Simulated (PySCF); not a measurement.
# PtOF₂: relaxation and vibrations of the singlet

Where does singlet PtOF₂ go from a PBE0 minimum start, is the end point a minimum, and what are its modes, charges and moments?

Computed with PySCF 2.14.0. Level: PBE0, basis Pt def2-SVP with ECP60, O def2-SVP, F def2-SVP, scalar-relativistic core potentials, no spin–orbit coupling, density fitting.

### Step 1. Starting geometry

4 atoms, charge 0, spin multiplicity 1.

Bond lengths: Pt1–O2 1.708 Å, Pt1–F3 1.856 Å, Pt1–F4 1.856 Å. Angles: O2–Pt1–F3 114.6°, O2–Pt1–F4 114.4°, F3–Pt1–F4 131.1°.

Z-matrix (Å, degrees; charge 0 multiplicity 1):
```
Pt
O  1 1.7080
F  1 1.8564 2 114.56
F  1 1.8561 2 114.37 3 -179.48
```

### Step 2. Finding the electronic state

The steps below are one call of a driver around PySCF. For each, scf.py gives the equivalent set-up of the SCF; relaxations use the driver's own optimiser. After this first run the driver tries any further starts and a stability analysis.

scf.py

```python
from pyscf import gto, scf, dft
mol = gto.M(atom='''
Pt    -0.001170    -0.007610    -0.000160
O     -0.000000    -1.715610     0.001840
F      0.005980     0.762170    -1.689470
F      0.005980     0.760340     1.689570''',
    basis={'Pt': 'def2-SVP', 'O': 'def2-SVP', 'F': 'def2-SVP'},
    ecp={'Pt': 'def2-SVP'},
    charge=0, spin=0)
mf = dft.RKS(mol, xc='PBE0')
mf.grids.atom_grid = (50, 194)
aux = {'Pt': 'def2-universal-JKFIT', 'O': 'def2-universal-JKFIT', 'F': 'def2-universal-JKFIT'}
mf = mf.density_fit(auxbasis=aux)
mf.conv_tol = 1e-08
mf.diis_space = 10
mf.max_cycle = 60
mf.init_guess = 'minao'
mf.verbose = 4
mf.kernel()
```

Run with:

```
OMP_NUM_THREADS=2 python axn.py task.json out
```

After this run come: PBE0 minimum start, singlet: relaxation; Frequencies; A spin-polarised start; Vibrations and properties at this point.

**Question.** What will these runs give? Wanted: minimum; geometry; wavenumbers; dipole moment; highest occupied, lowest empty level; polar-tensor charge of Pt1; zero-point energy; atomisation energy; ⟨S²⟩.

**Answer**, as computed:

```
                                          quantity                                                               value
                                           minimum                                       broken-symmetry (Ms = 0), C2v
                                          geometry  Pt–F 1.879 Å (×2), Pt–O 1.715 Å; F–Pt–F 146.6°, F–Pt–O 106.7° (×2)
                                wavenumbers (cm⁻¹)                                        149, 149, 219, 639, 673, 930
                                     dipole moment                                                              0.56 D
highest occupied, lowest empty level (either spin)                                                     -9.05, -5.37 eV
                        polar-tensor charge of Pt1                                                             +1.24 e
                                 zero-point energy                                                         16.5 kJ/mol
                               entropy at 298.15 K                                                     313.2 J/(mol K)
         atomisation energy (no zero-point energy)                                                          954 kJ/mol
                                              ⟨S²⟩                                                               0.794
```

**Reading.** The PBE0 minimum start keeps its C2v symmetry and ends in a minimum. The determinant is spin-contaminated (⟨S²⟩ = 0.79 against 0.00), so it is no pure spin state. In the infrared the band at 673 cm⁻¹ (stretch) leads. Only this shape and spin were tried, so other structures or states may lie lower. The SCF density has lower symmetry than the nuclear frame. With an element this heavy the missing spin–orbit coupling can shift these numbers.
